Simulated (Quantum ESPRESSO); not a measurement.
**Ga3Se: equation of state with LDA**

Ga3Se:

```
Se Ga
1.0
     4.43246    0.00000    0.00000
     0.00000    4.43246    0.00000
     0.00000    0.00000    4.43246
Se Ga
1 3
Direct
  0.00000 0.00000 0.00000
  0.50000 0.50000 0.00000
  0.50000 0.00000 0.50000
  0.00000 0.50000 0.50000
```

The cell comes from a database or a generator and needn't be the stable form of this composition.

```json
{
 "Program": "Quantum ESPRESSO 7.5",
 "Task": "equation of state",
 "Functional": "LDA",
 "Potentials or basis": "GBRV 1.5 LDA",
 "Cutoff": "762 eV",
 "Density cutoff": "6095 eV",
 "k mesh": "6 × 6 × 6",
 "Occupations": "fermi-dirac, width 0.05 eV",
 "Spin": "no spin polarisation",
 "Form of the LDA correlation": "PZ81",
 "Mixing beta": "0.5",
 "Most SCF iterations": "120",
 "SCF threshold": "8e-10 Ry"
}
```

```
Equilibrium volume : 19.30 Å³/atom (rough: see the caveat)
Bulk modulus       : 54 GPa (rough)
```

Energy against volume, from the lowest point:
| volume (Å³/atom) | energy (meV/atom) |
| --- | --- |
| 20.465 | 0.00 |
| 20.900 | 8.61 |
| 21.335 | 19.35 |
| 21.771 | 31.86 |
| 22.206 | 46.00 |
| 22.642 | 61.55 |
| 23.077 | 78.31 |

All runs of the series together: 4.5 min on 2 threads of Arm Neoverse V2 (shared host).

Caveat: the minimum lies outside the volumes run.
